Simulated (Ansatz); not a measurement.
**HPbNO4 in Ansatz: the effect of functional**

HPbNO4:

```xyz
7
Lattice="3.8571 0.0018 -0.0366 0.1735 4.3344 -0.0165 0.7580 0.8387 5.8766" Properties=species:S:1:pos:R:3 pbc="T T T"
H     2.6784    4.0493    1.1289
Pb    3.2640    2.7055    5.3570
N     3.1776    1.4531    2.9117
O     1.3252    2.6900    4.5562
O     2.9731    4.6255    2.8902
O     2.3661    4.0462    0.1903
O     3.3249    2.1006    1.8421
```

The cell was built by a generator and needn't be a form met in nature.

Alike in all runs:

| Quantity | Value |
| --- | --- |
| Program | Ansatz 0.2.0 |
| Task | band structure |
| Potentials or basis | Ansatz PAW |
| k mesh | 7 × 6 × 5 |
| Occupations | fermi-dirac, width 0.05 eV |
| Spin | no spin polarisation |

**Question.** One run gave: gap on the mesh 0.36 eV; pressure 2.1 GPa; largest force 0.22 eV/Å. Which functional did it use?
A. r2SCAN
B. LDA
C. revPBE

**Answer.** C.

| functional | cutoff | gap on the mesh (eV) | pressure (GPa) | largest force (eV/Å) |
| --- | --- | --- | --- | --- |
| LDA | 420 eV (not typed: the program's choice for these potentials) | 0.35 | -6.5 | 1.02 |
| revPBE | 420 eV (not typed: the program's choice for these potentials) | 0.36 | 2.1 | 0.22 |
| r2SCAN | 500 eV (not typed: the program's choice for these potentials) | 0.41 | -4.2 | 0.58 |

Caveats: the k mesh misses the band edges, so the gap on the mesh is wider than the one along the path; spin-orbit coupling is left out, which as a rule narrows the gap of such compounds by several tenths of an eV; the PAW data sets come from PBE, with cores solved anew for the run's functional, which leaves a small shift of forces and pressure; forces of over 1 eV/Å show positions far from the minimum, so gaps and moduli don't describe the material at rest (some runs).

Runs at the PBE level aren't shown here.
